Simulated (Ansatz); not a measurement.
**C₂H₄BN: a ladder of functionals and wavefunction methods**

Aim: compute C₂H₄BN with functionals from several rungs and with coupled cluster. The yardstick is the atomisation energy at the CCSD(T) limit.

Method: functionals in def2-TZVPP, the program's frozen cores in correlated methods; program: Ansatz 0.2.0, Gaussian basis.

The runs, in order: LDA (SPW92), PBE-D4, revPBE-D4, BLYP-D4, r2SCAN-D4, B97M-V, PBE0-D4, B3LYP-D4, r2SCANh-D4, r2SCAN0-D4, HSE06-D4, BHLYP-D4, CAM-B3LYP-D4, LC-ωPBE, ωB97X-V, ωB97M-V, B2PLYP, PBE-QIDH; CCSD(T)/def2-SVP; CCSD(T)/def2-TZVPP; MP2/def2-QZVPP; extrapolation to the limit; RPA on PBE.

## Step 1: Structure used throughout

The geometry comes from an earlier relaxation with PBE0-D4 in a triple-zeta def2 set; it is a stationary point, not always the lowest conformer.

SMILES `CB1C=N1`, 8 atoms, charge 0, spin multiplicity 1.

Atoms are counted from 1 here; the program's logs count them from 0.

Bond lengths: C1–B2 1.543 Å, C1–H5 1.091 Å, C1–H6 1.092 Å, C1–H7 1.096 Å, B2–C3 1.446 Å, B2–N4 1.437 Å, C3–N4 1.301 Å, C3–H8 1.087 Å. Angles: B2–C1–H5 112.9°, B2–C1–H6 112.1°, B2–C1–H7 108.3°, H5–C1–H6 109.4°, H5–C1–H7 106.9°, H6–C1–H7 107.0°, C1–B2–C3 161.6°, C1–B2–N4 144.7°, C3–B2–N4 53.7°, B2–C3–N4 62.8°, B2–C3–H8 167.5°, N4–C3–H8 129.7°, B2–N4–C3 63.5°.

Coordinates:

```
C     0.21814    1.19348   -0.19683
B    -0.11844   -0.28237    0.10114
C    -0.01935   -1.72280    0.18432
N    -1.12563   -1.17742    0.59923
H     1.28867    1.40115   -0.15742
H    -0.30828    1.87753    0.47216
H    -0.11402    1.42346   -1.21561
H     0.27100   -2.77013    0.15710
```

## Step 2: LDA

This LDA is Slater exchange with PW92 correlation.

The input, in.yaml:

```yaml
crystal:
  periodic: [false, false, false]
  atoms:
    - {symbol: C, position_ang: [0.218136, 1.193477, -0.196830]}
    - {symbol: B, position_ang: [-0.118436, -0.282366, 0.101141]}
    - {symbol: C, position_ang: [-0.019345, -1.722799, 0.184318]}
    - {symbol: N, position_ang: [-1.125632, -1.177425, 0.599235]}
    - {symbol: H, position_ang: [1.288673, 1.401150, -0.157421]}
    - {symbol: H, position_ang: [-0.308276, 1.877532, 0.472160]}
    - {symbol: H, position_ang: [-0.114024, 1.423458, -1.215608]}
    - {symbol: H, position_ang: [0.271003, -2.770126, 0.157104]}
basis:
  gaussian: {orbitals: def2-TZVPP}
hamiltonian: {xc: lda}
output: {orbitals: {seedname: orbitals}}
```

The run is started by

```sh
ansatz run in.yaml --threads 2 --pin off --events-out ev --progress --plain --max-ram 4352MiB
```

After this run come: PBE-D4 (GGA); revPBE-D4 (GGA); BLYP-D4 (GGA); r2SCAN-D4 (meta-GGA); B97M-V (meta-GGA); PBE0-D4 (hybrid); B3LYP-D4 (hybrid); r2SCANh-D4 (hybrid); r2SCAN0-D4 (hybrid); HSE06-D4 (hybrid); BHLYP-D4 (hybrid); CAM-B3LYP-D4 (range-separated); LC-ωPBE (range-separated); ωB97X-V (range-separated); ωB97M-V (range-separated); B2PLYP (double hybrid); PBE-QIDH (double hybrid); CCSD(T) in def2-SVP; CCSD(T) in def2-TZVPP; MP2 in def2-QZVPP; RPA on PBE orbitals.

Before running them: what should the planned runs give, taken together? Wanted: atomisation energy, CCSD(T)/CBS; farthest beyond LDA; mean size of error, GGA; mean size of error, meta-GGA; mean size of error, hybrid; mean size of error, range-separated; mean size of error, double hybrid; gap, smallest and largest; T1 diagnostic.

The runs gave:

| quantity | value |
| --- | --- |
| atomisation energy, CCSD(T)/CBS | 783.9 kcal/mol |
| functionals within 3.9 kcal/mol (0.5 %) | r2SCANh-D4, B2PLYP |
| farthest beyond LDA | PBE-D4 (+32.8 kcal/mol) |
| mean size of error, GGA | 18.1 kcal/mol |
| mean size of error, meta-GGA | 10.4 kcal/mol |
| mean size of error, hybrid | 10.9 kcal/mol |
| mean size of error, range-separated | 10.7 kcal/mol |
| mean size of error, double hybrid | 2.8 kcal/mol |
| gap, smallest and largest | 3.53 eV (LDA (SPW92)), 11.60 eV (LC-ωPBE) |
| T1 diagnostic | 0.0110 |
| triples share of the correlation energy | 4.4 % |

LDA overbinds by 124.4 kcal/mol (16 %). PBE-D4 misses by +32.8 kcal/mol. Double hybrids carry the basis error of their MP2 part in triple zeta, and no dispersion term here, so their miss is partly the set-up's. Taken by rung, double hybrid functionals do best (2.8 kcal/mol on average) and GGA ones worst beyond LDA (18.1 kcal/mol). Misses under about 3.9 kcal/mol are within the doubt on the reference itself, which lacks core-valence correlation, relativity and higher excitations. Hartree-Fock recovers 73 % of the binding; the rest is correlation. CCSD(T) in def2-SVP is off by -32.9 kcal/mol, so the small basis spoils what the method gains. The gap grows from 3.5 to 11.6 eV across the functionals, mostly with the share of exact exchange.
